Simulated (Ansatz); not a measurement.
The system is NbTe.

```
CELL_PARAMETERS angstrom
3.70297 0.00000 0.00000
-1.85149 3.20687 0.00000
0.00000 0.00000 3.69421
ATOMIC_POSITIONS crystal
Te 0.66667 0.33333 0.00000
Nb 0.00000 0.00000 0.50000
```

The cell comes from a database or a generator and needn't be the stable form of this composition.

Base run:

- Program: Ansatz 0.2.0
- Functional: RPBE
- Potentials or basis: Ansatz PAW
- Cutoff: 420 eV (not typed: the program's choice for these potentials)
- k mesh: 8 × 8 × 7
- Occupations: fermi-dirac, width 0.05 eV
- Spin: no spin polarisation

Its results: band gap on the k mesh none (metal or under the smearing width); pressure 1.5 GPa.

Task: After a change of settings the same cell gave: band gap on the k mesh none (metal or under the smearing width); pressure 0.9 GPa. Which change was it?
A. functional from RPBE to PBEsol
B. functional from RPBE to PBE; occupations from fermi-dirac, width 0.05 eV to gaussian, width 0.011 eV
C. functional from RPBE to PBE
D. functional from RPBE to revPBE

Result: D.

Caveats: spin-orbit coupling is left out, which moves the levels of the heavy elements; the PAW data sets come from PBE, with cores solved anew for the run's functional, which leaves a small shift of forces and pressure.
